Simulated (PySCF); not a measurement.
# C₄H₇FO₂: electronic excitations

Aim: predict the electronic excitations of C₄H₇FO₂ (`COCCC(=O)F`).

The runs use PySCF 2.14.0, with density-fitted response routines of our own; the level of theory stands in each step. All values are computed, except where a source is named. Atoms count from 0, in the outputs and in this text.

### 1 The molecule as given

14 atoms, charge 0, multiplicity 1; geometry from: GFN2-xTB.

Bonds of the start (Å): C0–O1 1.40, O1–C2 1.41, C2–C3 1.53, C3–C4 1.49, C4–O5 1.18, C4–F6 1.37, C0–H7 1.10, C0–H8 1.10, C0–H9 1.09, C2–H10 1.10, C2–H11 1.10, C3–H12 1.09, C3–H13 1.09.

### 2 Ultraviolet spectrum: wB97X-D/def2-SVPD

Job settings and geometry (Å):

```
{"job": {"kind": "uv", "xc": "wB97X-D", "basis": "def2-SVPD", "nstates": 8, "ntriplets": 3}, "charge": 0, "multiplicity": 1}
C     -2.119516    -0.309503    -0.801145
O     -0.727999    -0.497861    -0.773195
C     -0.148704    -0.181238     0.469581
C      1.366580    -0.263401     0.312327
C      1.906354     0.924221    -0.414823
O      1.414190     1.964452    -0.660581
F      3.199580     0.693101    -0.796581
H     -2.382108     0.736865    -0.606325
H     -2.620679    -0.943914    -0.059528
H     -2.448251    -0.587795    -1.799732
H     -0.488116    -0.891973     1.239643
H     -0.439418     0.833639     0.779796
H      1.858422    -0.313892     1.287076
H      1.628986    -1.163172    -0.248462
```

Level: TDDFT wB97X-D/def2-SVPD, vertical, gas phase, core orbitals frozen in the response.

Command:

```
> OMP_NUM_THREADS=1 python probes_run.py task.json out
```

This one command runs all jobs of the session in turn.

What will the session give for the following? lowest singlet (wB97X-D/def2-SVPD); brightest single state of those computed; lowest triplet. Wanted: lowest singlet; brightest single state of those computed; lowest triplet.

As calculated:

| quantity | value |
| --- | --- |
| lowest singlet (wB97X-D/def2-SVPD) | 6.20 eV (200 nm), f = 0.001 |
| brightest single state of those computed | state 8, 8.97 eV, f = 0.043 |
| lowest triplet | 5.65 eV |

In words: The lowest singlet, at 6.20 eV, is HOMO−1→LUMO 0.94 and is dark; of the 8 states computed, the strongest absorption comes from state 8 at 8.97 eV (the last computed, so partners may be missing). The lowest triplet lies 0.54 eV below the lowest singlet (triplets in Tamm-Dancoff, singlets in full TDDFT).
